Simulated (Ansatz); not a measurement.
# BClF₂H₂OSi: how energies converge with the basis set

An exercise on one series of results from a longer session: the logs are not shown, and one member is left open.

The runs use Ansatz 0.2.0, Gaussian basis; one geometry, several basis sets.

Plan: PBE0-D4/def2-SVP; ωB97M-V/def2-SVP; PBE0-D4/def2-QZVPP; ωB97M-V/def2-QZVPP; the functionals' def2-TZVPP values are taken from earlier runs.

### Structure used throughout

An earlier PBE0-D4 in a triple-zeta def2 set relaxation fixed the geometry.

SMILES `OB[Si](F)(F)Cl`, 8 atoms, charge 0, spin multiplicity 1.

Atoms are counted from 1 here; the program's logs count them from 0.

Bond lengths: O1–B2 1.344 Å, O1–H7 0.962 Å, B2–Si3 2.018 Å, B2–H8 1.201 Å, Si3–F4 1.587 Å, Si3–F5 1.584 Å, Si3–Cl6 2.040 Å. Angles: B2–O1–H7 114.2°, O1–B2–Si3 118.0°, O1–B2–H8 121.1°, Si3–B2–H8 120.9°, B2–Si3–F4 111.2°, B2–Si3–F5 114.2°, B2–Si3–Cl6 110.0°, F4–Si3–F5 106.2°, F4–Si3–Cl6 107.4°, F5–Si3–Cl6 107.5°.

As a file:

```xyz
8

O     1.54642   -0.43980    0.93615
B     0.27858   -0.66699    0.55388
Si   -0.54075    0.58382   -0.80059
F    -1.28765   -0.21958   -1.94743
F     0.50388    1.52644   -1.52848
Cl   -1.92265    1.78159    0.10307
H     1.87294   -1.05246    1.60267
H    -0.35867   -1.57002    1.02483
```

Set-up of the first run:

File in.yaml:

```yaml
crystal:
  periodic: [false, false, false]
  atoms:
    - {symbol: O, position_ang: [1.546419, -0.439803, 0.936146]}
    - {symbol: B, position_ang: [0.278582, -0.666985, 0.553884]}
    - {symbol: Si, position_ang: [-0.540752, 0.583823, -0.800593]}
    - {symbol: F, position_ang: [-1.287654, -0.219581, -1.947431]}
    - {symbol: F, position_ang: [0.503882, 1.526440, -1.528478]}
    - {symbol: Cl, position_ang: [-1.922651, 1.781588, 0.103067]}
    - {symbol: H, position_ang: [1.872942, -1.052464, 1.602674]}
    - {symbol: H, position_ang: [-0.358666, -1.570019, 1.024832]}
basis:
  gaussian: {orbitals: def2-SVP}
hamiltonian: {xc: pbe0, dispersion: d4}
output: {orbitals: {seedname: orbitals}}
```

Among the steps run: PBE0-D4 in def2-SVP; ωB97M-V in def2-SVP; PBE0-D4 in def2-QZVPP; ωB97M-V in def2-QZVPP.

One of the session's tables, all rows but one given; the rest of the session is left out.

It belongs to the step «Density functionals: the series». 

```
functional       basis  HOMO (eV)  LUMO (eV)
   PBE0-D4    def2-SVP      -8.51      -1.60
   PBE0-D4  def2-TZVPP      -8.64      -1.78
   PBE0-D4  def2-QZVPP      -8.67      -1.83
   ωB97M-V    def2-SVP     -10.63       0.52
   ωB97M-V  def2-TZVPP          ?          ?
   ωB97M-V  def2-QZVPP     -10.85       0.15
```

Q: Estimate the row for ωB97M-V, def2-TZVPP from the others.

**Answer.** HOMO (eV): -10.81; LUMO (eV): 0.24. In the column «HOMO (eV)» it lies between ωB97M-V, def2-QZVPP (-10.85) and ωB97M-V, def2-SVP (-10.63).
